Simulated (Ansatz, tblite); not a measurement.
# The cluster Si₆H₁₄O₁₉: one state, many levels

One table from this session's results is given with a row withheld; the runs are named, their logs left out.

Method: as each input shows; program: Ansatz 0.2.0, Gaussian basis.

The runs, in order: GFN1-xTB, GFN2-xTB, PBE-D4/def2-TZVP, r2SCAN-D4/def2-TZVP, B2PLYP/def2-TZVP, BLYP-D4/def2-TZVP, PBE-D4/def2-SVP, PBE0-D4/def2-SVP, HF/6-31G, B3LYP-D4/6-31G, MP2/def2-SVP, RPA/def2-SVP.

### The structure

The singlet was relaxed beforehand with PBE-D4/def2-SVP.

39 atoms, charge 0, spin multiplicity 1.

Bond lengths: Si1–O9 1.640 Å, Si1–O16 1.679 Å, Si1–O20 1.633 Å, Si1–O22 1.674 Å, Si2–O13 1.663 Å, Si2–O14 1.661 Å, Si2–O15 1.684 Å, Si2–O16 1.642 Å, Si3–O18 1.659 Å, Si3–O19 1.644 Å, Si3–O20 1.694 Å, Si3–O21 1.653 Å, Si4–O8 1.687 Å, Si4–O9 1.682 Å, Si4–O10 1.655 Å, Si4–O11 1.644 Å, Si5–O22 1.656 Å, Si5–O23 1.671 Å and more. Angles: O9–Si1–O16 109.9°, O9–Si1–O20 114.6°, O9–Si1–O22 107.3°, O16–Si1–O20 107.6°, O16–Si1–O22 106.3°, O20–Si1–O22 110.8°, O13–Si2–O14 108.9°, O13–Si2–O15 106.9°, O13–Si2–O16 105.7°, O14–Si2–O15 113.7°, O14–Si2–O16 111.1°, O15–Si2–O16 110.2°, O18–Si3–O19 112.6°, O18–Si3–O20 107.1°, O18–Si3–O21 110.6°, O19–Si3–O20 109.7°, O19–Si3–O21 108.3°, O20–Si3–O21 108.4° and more.

PBE0-D4/def2-TZVP was run before; its log isn't repeated, and its numbers join the tables.

Set-up of the first run:

Tight binding, by tblite at 300 K electronic temperature and without a spin-polarisation term:

```python
tblite.interface.Calculator('GFN1-xTB', numbers, positions, charge=0, uhf=0).singlepoint()
```

Tight binding, by tblite at 300 K electronic temperature and without a spin-polarisation term:

```python
tblite.interface.Calculator('GFN2-xTB', numbers, positions, charge=0, uhf=0).singlepoint()
```

start.molden holds the orbitals of an earlier run on this state, given as this run's starting guess.

The input, in.yaml:

```yaml
crystal:
  periodic: [false, false, false]
  atoms:
    - {symbol: Si, position_ang: [1.247823, -0.016380, 0.443341]}
    - {symbol: Si, position_ang: [-0.843027, 1.716936, -1.146390]}
    - {symbol: Si, position_ang: [-0.492979, -1.420777, 2.454245]}
    - {symbol: Si, position_ang: [1.905407, -1.508527, -2.126130]}
    - {symbol: Si, position_ang: [1.410160, 2.640661, 1.856740]}
    - {symbol: Si, position_ang: [-2.207580, -2.280159, -0.037410]}
    - {symbol: O, position_ang: [-0.868617, -2.523305, -1.025474]}
    - {symbol: O, position_ang: [0.473284, -0.996557, -2.856690]}
    - {symbol: O, position_ang: [2.184566, -0.490611, -0.816574]}
    - {symbol: O, position_ang: [3.247334, -1.301364, -3.072932]}
    - {symbol: O, position_ang: [1.698796, -3.089399, -1.725570]}
    - {symbol: O, position_ang: [-3.340248, -1.369370, -0.817027]}
    - {symbol: O, position_ang: [-2.342711, 1.138012, -1.570533]}
    - {symbol: O, position_ang: [-1.027026, 3.181693, -0.385859]}
    - {symbol: O, position_ang: [0.067675, 1.798715, -2.560067]}
    - {symbol: O, position_ang: [-0.206538, 0.598461, -0.126940]}
    - {symbol: O, position_ang: [-2.819409, -3.765933, 0.381990]}
    - {symbol: O, position_ang: [-1.767584, -1.592633, 1.406350]}
    - {symbol: O, position_ang: [-0.681957, -0.146191, 3.475230]}
    - {symbol: O, position_ang: [0.898430, -1.199337, 1.514099]}
    - {symbol: O, position_ang: [-0.297873, -2.787920, 3.361876]}
    - {symbol: O, position_ang: [2.033568, 1.255251, 1.197414]}
    - {symbol: O, position_ang: [-0.171481, 2.407063, 2.342830]}
    - {symbol: O, position_ang: [1.338599, 3.839645, 0.664189]}
    - {symbol: O, position_ang: [2.370231, 3.190351, 3.076574]}
    - {symbol: H, position_ang: [-0.736921, -1.885539, -1.773196]}
    - {symbol: H, position_ang: [0.380138, -0.021495, -2.978369]}
    - {symbol: H, position_ang: [3.403701, -2.038514, -3.688664]}
    - {symbol: H, position_ang: [0.802904, -3.227218, -1.322981]}
    - {symbol: H, position_ang: [-3.060530, -0.454625, -1.050817]}
    - {symbol: H, position_ang: [-2.911136, 1.740929, -2.080574]}
    - {symbol: H, position_ang: [-0.190470, 3.677842, -0.177201]}
    - {symbol: H, position_ang: [0.917432, 2.271629, -2.500878]}
    - {symbol: H, position_ang: [-3.071924, -4.321043, -0.375448]}
    - {symbol: H, position_ang: [-0.604208, 0.762312, 3.102010]}
    - {symbol: H, position_ang: [-0.870752, -3.516340, 3.064017]}
    - {symbol: H, position_ang: [-0.817602, 2.648997, 1.639901]}
    - {symbol: H, position_ang: [1.992003, 4.556059, 0.753949]}
    - {symbol: H, position_ang: [2.958543, 2.528689, 3.480988]}
basis:
  gaussian: {orbitals: def2-TZVP, fitting: {mean_field: def2-universal-jkfit}, initial_orbitals: start.molden}
hamiltonian: {xc: pbe, dispersion: d4}
scf: {omitted_lower_state_checks: [starts]}
output: {orbitals: {seedname: orbitals}}
```

On the command line:

```sh
> ansatz run in.yaml --threads 4 --pin off --events-out ev --progress --plain --max-ram 46080MiB --backend cuda --devices 0, --max-vram 37GiB
```

Among the steps run: PBE-D4/def2-TZVP; r2SCAN-D4/def2-TZVP; B2PLYP/def2-TZVP; BLYP-D4/def2-TZVP; PBE-D4/def2-SVP; PBE0-D4/def2-SVP; HF/6-31G; B3LYP-D4/6-31G; MP2/def2-SVP; RPA/def2-SVP.

One of the session's tables, all rows but one given; the rest of the session is left out.

It belongs to the step «Binding energy». 

```
              level  binding an atom (eV)
           HF/6-31G                 2.473
        HF/def2-SVP                 3.186
    PBE-D4/def2-SVP                 4.747
   PBE-D4/def2-TZVP                     ?
  BLYP-D4/def2-TZVP                 4.722
r2SCAN-D4/def2-TZVP                 4.735
     B3LYP-D4/6-31G                 3.978
   PBE0-D4/def2-SVP                 4.591
  PBE0-D4/def2-TZVP                 4.651
       MP2/def2-SVP                 4.494
```

Estimate the missing values for PBE-D4/def2-TZVP.

The run gave: binding an atom (eV): 4.792. In the column «binding an atom (eV)» it is the highest.

Caveats from the session: Free atoms were run apart at each level; binding is atoms less cluster, divided by the number of atoms, without zero-point or spin-orbit terms.
